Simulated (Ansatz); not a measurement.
**NiMoIrPdW under changes of volume**

One of the cells (16.131 Å³/atom); the others are scaled copies at fixed shape and fractional positions:

```
Ni Mo Pd Ir W
1.0
     4.14670    0.00000    0.00000
    -2.07335    3.59115    0.00000
     0.00000    0.00000    5.41629
Ni Mo Pd Ir W
1 1 1 1 1
Direct
  0.00000 0.00000 0.02221
  0.66667 0.33333 0.45996
  0.33333 0.66667 0.74601
  0.33333 0.66667 0.25641
  0.66667 0.33333 0.99985
```

The cell was built by a generator and needn't be a form met in nature.

| Property | Result |
| --- | --- |
| Program | Ansatz 0.2.0 |
| Functional | PBE |
| Potentials or basis | all-electron LAPW, scalar-relativistic |
| Cutoff | 327 eV (chosen from the basis error) |
| Basis error allowed | 0.003 eV/atom |
| k mesh | 5 × 5 × 4 |
| Occupations | fermi-dirac, width 0.05 eV |
| Spin | collinear spin, ferromagnetic start |
| Starting moments | [1.0, 1.0, 0.0, 0.6, 0.0] μB |

```csv
volume (Å³/atom),energy over the lowest point (meV/atom),pressure (GPa),largest force (eV/Å)
15.163,?,?,?
15.486,19.70,10.2,0.385
15.809,4.75,4.8,0.124
16.131,0.00,0.1,0.118
16.454,4.31,-4.2,0.344
16.777,16.75,-8.0,0.554
17.099,36.41,-11.4,0.749
```

Problem. What does the run at 15.163 Å³/atom give?

Solution. Energy over the lowest point 46.09 meV/atom; pressure 16.2 GPa; largest force 0.666 eV/Å.

Worked out: A Birch-Murnaghan fit of order 3 (a polynomial in V^(-2/3)) to the other rows has its minimum at 16.13 Å³/atom with B0 = V·E''(V) = 225 GPa and B' = 4.6 at fixed shape and positions, which overstates the stiffness. It gives 46.04 meV/atom at 15.163 Å³/atom, against the run's 46.09, and -dE/dV = 16.1 GPa, against 16.2.

Energies are extrapolated to zero smearing.

Caveats: the k mesh is thin for a metal, which can move the energy by tens of meV per atom; the starting moments weren't kept.

The runs don't all hold the same shells in valence.
